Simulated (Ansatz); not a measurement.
C2H7GeNO, SMILES C[N](C)[Ge][OH], a rigid torsion scan

Program: the Python package of Ansatz (0.2.0).

Run as a notebook:

In [1]:
```python
import ansatz as az
from ase import Atoms
```

In [2]:
```python
BASIS_SET = "def2-SVP"
XC = "pbe0"
FMAX = 0.02
LEVEL = "mp2"
```

In [3]:
```python
atoms = Atoms(["C", "N", "C", "Ge", "O", "H", "H", "H", "H", "H", "H", "H"], positions=[
    [-1.0001, 0.2356, 0.7713],
    [-0.5842, -0.5813, -0.3339],
    [0.5978, -1.2984, 0.0575],
    [-0.1071, 0.5036, -1.827],
    [1.1338, 1.6332, -1.4386],
    [-0.2702, 1.0319, 1.0608],
    [-1.936, 0.8305, 0.4493],
    [-1.2819, -0.3226, 1.6339],
    [0.981, -1.9353, -0.7166],
    [0.4117, -1.9566, 0.9627],
    [1.4391, -0.5982, 0.3693],
    [0.6932, 2.4025, -0.9547],
])

# start the scan from a relaxed geometry
first = (
    az.Crystal.molecule_from_ase(atoms).calculation()
    .basis(gaussian=BASIS_SET)
    .functional(XC)
    .relax(force_tolerance=FMAX, max_steps=80)
)
atoms.positions = first.run(threads=1).report["positions_ang"]
```

In [4]:
```python
start = atoms.get_dihedral(2, 1, 0, 5)
energies = {}
for turn in range(0, 121, 15):
    turned = atoms.copy()
    turned.set_dihedral(2, 1, 0, 5, start + turn, indices=[0, 5, 6, 7])
    job = az.Crystal.molecule_from_ase(turned).calculation()
    job = job.basis(gaussian=BASIS_SET)
    job = job.correlation(LEVEL)
    energies[round((start + turn) % 360)] = job.run(threads=1).report["free_energy_ev"]
floor = min(energies.values())
print("dihedral C2-N1-C0-H5 (deg)   E - E(min) (eV)")
for angle, e in sorted(energies.items()):
    print(f"{angle:8d} {(e - floor):14.3f}  " + "#" * int(30 * (e - floor) / max(max(energies.values()) - floor, 1e-9)))
```
```text
dihedral C2-N1-C0-H5 (deg)   E - E(min) (eV)
      66          0.000
      81          0.013  ####
      96          0.052  ################
     111          0.090  ###########################
     126          0.098  ##############################
     141          0.073  ######################
     156          0.039  ############
     171          0.014  ####
     186          0.004  #
```

The lowest point is at 66° and the highest at 126°, 0.098 eV (9.5 kJ/mol) above it, with the rest of the molecule held.

Notes:
- The scan is rigid and the energies are electronic, in a modest basis. With rigid groups the curve can differ much from the relaxed path, the start wasn't checked as a minimum of this torsion, and equivalent turns needn't return to the same energy.
- The start is relaxed with a density functional and scanned with the wavefunction method, so it isn't exactly that method's minimum.
- Finished in 3.1 min on 1 thread of Arm Neoverse V1, on a shared host, peak memory 0.39 GiB.
